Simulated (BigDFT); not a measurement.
MgOSiH4, in a box:

```
CELL_PARAMETERS angstrom
15.00000 0.00000 0.00000
0.00000 12.00000 0.00000
0.00000 0.00000 12.00000
ATOMIC_POSITIONS crystal
Mg 0.42062 0.43241 0.44353
O 0.52990 0.48141 0.47967
Si 0.62796 0.52559 0.51205
H 0.31788 0.38634 0.40955
H 0.67610 0.56988 0.41255
H 0.62368 0.61716 0.59612
H 0.68385 0.43469 0.56040
```

```yaml
Program: BigDFT 1.9.6
Task: single point
Functional: PBE
Potentials_or_basis: GTH-PBE (H q1, Mg q2, O q6, Si q4)
Grid_spacing: 0.28 bohr
Occupations: fixed
Spin: no spin polarisation
```

On this cell: largest force 0.145 eV/Å.

The same run follows on a disturbed copy (atoms moved at random, drawn with an rms of 0.05 Å):

```
Mg O Si H
1.0
    15.00000    0.00000    0.00000
     0.00000   12.00000    0.00000
     0.00000    0.00000   12.00000
Mg O Si H
1 1 1 4
Direct
  0.41761 0.42994 0.44431
  0.53046 0.47907 0.47649
  0.62813 0.52975 0.51116
  0.31537 0.38074 0.40977
  0.67578 0.56860 0.41180
  0.62214 0.62347 0.59737
  0.68327 0.43544 0.56403
```

Q: What changes?

A: The energy moves by +9.1 meV/atom; largest force 1.393 eV/Å.

Forces on the atoms (eV/Å):
```
Mg   0.537  0.162  0.103
O    0.058  0.237  0.040
Si  -0.704 -0.939  0.752
H    0.034  0.038  0.043
H    0.278  0.287 -0.342
H    0.004 -0.311 -0.397
H   -0.208  0.525 -0.198
```

Caveats: boundaries are free: the box only frames the coordinates (some runs).
